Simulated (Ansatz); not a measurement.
# GaH6: the cost of one run

Computed with Ansatz 0.2.0 (DFT PBE, scalar-relativistic, plane waves, PAW, unless a step's input says otherwise).

## 1. The starting structure

Symmetry: Im-3m, No. 229, cubic system. The conventional cell has a = 5.117 Å, b = 5.117 Å, c = 5.117 Å, α = 90.00°, β = 90.00°, γ = 90.00°. Around Ga (site symmetry m-3m) lie 24 H at 2.86 Å. H (site symmetry -4m2) is surrounded by 4 H at 1.81 Å.

Coordinates:

```xyz
7
Lattice="-2.5584 2.5584 2.5584 2.5584 -2.5584 2.5584 2.5584 2.5584 -2.5584" Properties=species:S:1:pos:R:3 pbc="T T T"
Ga    0.0000    0.0000    0.0000
H     1.2792    0.0000    2.5584
H     1.2792    2.5584    0.0000
H     2.5584    1.2792    0.0000
H     0.0000    1.2792    2.5584
H     0.0000    2.5584    1.2792
H     2.5584    0.0000    1.2792
```

Recipe of the guess: random cell by space group and Wyckoff sites (Im-3m, No. 229). Its size is a rough estimate.

## 2. A first look at the guess

The input, input.yaml:

```yaml
crystal:
  lattice:
    - [-2.558443, 2.558443, 2.558443]
    - [2.558443, -2.558443, 2.558443]
    - [2.558443, 2.558443, -2.558443]
  atoms:
    - { symbol: Ga, position: [0.0, 0.0, 0.0] }
    - { symbol: H, position: [0.5, 0.75, 0.25] }
    - { symbol: H, position: [0.5, 0.25, 0.75] }
    - { symbol: H, position: [0.25, 0.5, 0.75] }
    - { symbol: H, position: [0.75, 0.5, 0.25] }
    - { symbol: H, position: [0.75, 0.25, 0.5] }
    - { symbol: H, position: [0.25, 0.75, 0.5] }
basis:
  ecutwfc: 420
kpoints:
  mp_grid: { grid: [6, 6, 6] }
hamiltonian:
  xc: pbe
scf:
  occupations: { method: gaussian, width: 0.1 }
  lower_state_search: "off"
output:
  forces: true
  stress: true
  eigenvalues: true
```

Launch:

```console
$ ansatz run input.yaml --threads 1 --pin off --max-ram 2048MiB --backend cpu --events-out ev --progress --plain --runs-dir out
```

What time and memory should one allow on 1 thread of Arm Neoverse V1, shared host?

About 1.1 s, with a peak of 0.29 GiB.
